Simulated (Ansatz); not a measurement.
# SiN₂H₈: search for a transition state

Wanted: the transition state of a four-centre ligand exchange (form Si1–N7, H2–H6 and break Si1–H2, H6–N7). The guess is relaxed with those distances held, a saddle search follows, and vibrations and two downhill relaxations check it.

Method: PBE0-D4, def2-SVP first, then def2-TZVP; program: Ansatz 0.2.0, Gaussian basis.

152 further runs of the same task are left out: 152 set aside as unsound or not needed.

## Step 1: The system as given

The guess: 11 atoms, charge 0, spin multiplicity 1.

Atoms are counted from 1 here; the program's logs count them from 0.

Bond lengths: Si1–H3 1.468 Å, Si1–H4 1.446 Å, Si1–N5 1.710 Å, Si1–N7 1.853 Å, N5–H8 1.008 Å, N5–H9 1.013 Å, H6–N7 1.092 Å, N7–H10 1.012 Å, N7–H11 1.013 Å. Angles: H3–Si1–H4 110.1°, H3–Si1–N5 104.9°, H3–Si1–N7 102.5°, H4–Si1–N5 128.6°, H4–Si1–N7 106.7°, N5–Si1–N7 100.9°, Si1–N5–H8 118.4°, Si1–N5–H9 112.6°, H8–N5–H9 109.8°, Si1–N7–H6 90.9°, Si1–N7–H10 116.9°, Si1–N7–H11 114.8°, H6–N7–H10 111.9°, H6–N7–H11 110.8°, H10–N7–H11 110.1°.

Geometry (Å):

```
Si   -0.59120   -0.57810    0.11290
H    -0.25750    1.89810    0.60350
H    -0.67310   -1.90950   -0.49910
H    -1.91830   -0.03980    0.31340
N     0.69570   -0.68900    1.23320
H     0.12140    1.33190   -0.61550
N     0.19540    0.43060   -1.22760
H     0.63360   -1.37680    1.96700
H     0.94780    0.20960    1.62580
H    -0.31790    0.51960   -2.09550
H     1.16420    0.20330   -1.41800
```

Distances that are to change: Si1–N7 1.85 Å, H2–H6 1.40 Å, Si1–H2 2.55 Å, H6–N7 1.09 Å.

## Step 2: Relaxing the guess with the reacting distances held

File hold/in.yaml:

```yaml
crystal:
  periodic: [false, false, false]
  atoms:
    - {symbol: Si, position_ang: [-0.591200, -0.578100, 0.112900]}
    - {symbol: H, position_ang: [-0.257500, 1.898100, 0.603500]}
    - {symbol: H, position_ang: [-0.673100, -1.909500, -0.499100]}
    - {symbol: H, position_ang: [-1.918300, -0.039800, 0.313400]}
    - {symbol: N, position_ang: [0.695700, -0.689000, 1.233200]}
    - {symbol: H, position_ang: [0.121400, 1.331900, -0.615500]}
    - {symbol: N, position_ang: [0.195400, 0.430600, -1.227600]}
    - {symbol: H, position_ang: [0.633600, -1.376800, 1.967000]}
    - {symbol: H, position_ang: [0.947800, 0.209600, 1.625800]}
    - {symbol: H, position_ang: [-0.317900, 0.519600, -2.095500]}
    - {symbol: H, position_ang: [1.164200, 0.203300, -1.418000]}
basis:
  gaussian: {orbitals: def2-SVP}
hamiltonian: {xc: pbe0, dispersion: d4}
relax: {f_tol: 0.04, max_steps: 150, escape_saddle: false, constraints: [{distance: [0, 6]}, {distance: [1, 5]}, {distance: [0, 1]}, {distance: [5, 6]}]}
```

Run with:

```console
> ansatz run in.yaml --threads 4 --pin off --events-out ev --progress --plain --max-ram 9574MiB
```

Further steps of the session: Force constants to start from; Saddle search in the small basis; Saddle search in triple zeta; Vibrations at the point found; Relaxing after a step of 0.30 Å one way along the mode; Relaxing after a step of 0.30 Å the other way along the mode.

Q: Predict the outcome of this session. Wanted: imaginary mode; barrier from the start side; barrier from the end side; energy of the step; pairs that change; zero-point energy at the saddle.

As calculated:

| quantity | value |
| --- | --- |
| imaginary mode | 1334i cm⁻¹ |
| barrier from the start side | 1.458 eV |
| barrier from the end side | 1.799 eV |
| energy of the step | -0.340 eV |
| pairs that change | Si1–N7 formed, H2–H6 formed, Si1–H2 broken, H6–N7 broken |
| zero-point energy at the saddle | 2.297 eV |

What this shows: One imaginary mode, 1334i cm⁻¹, makes this a first-order saddle. Going downhill both ways gives the intended start and end. At PBE0-D4/def2-TZVP the electronic barrier is 1.458 eV, about 57 kT at 298 K, and the step runs 0.340 eV downhill. The barrier is thin enough for tunnelling; the leading (Wigner) term alone is a factor of 2.7 at 298 K. The ends are the nearest minima, not always the lowest complexes.
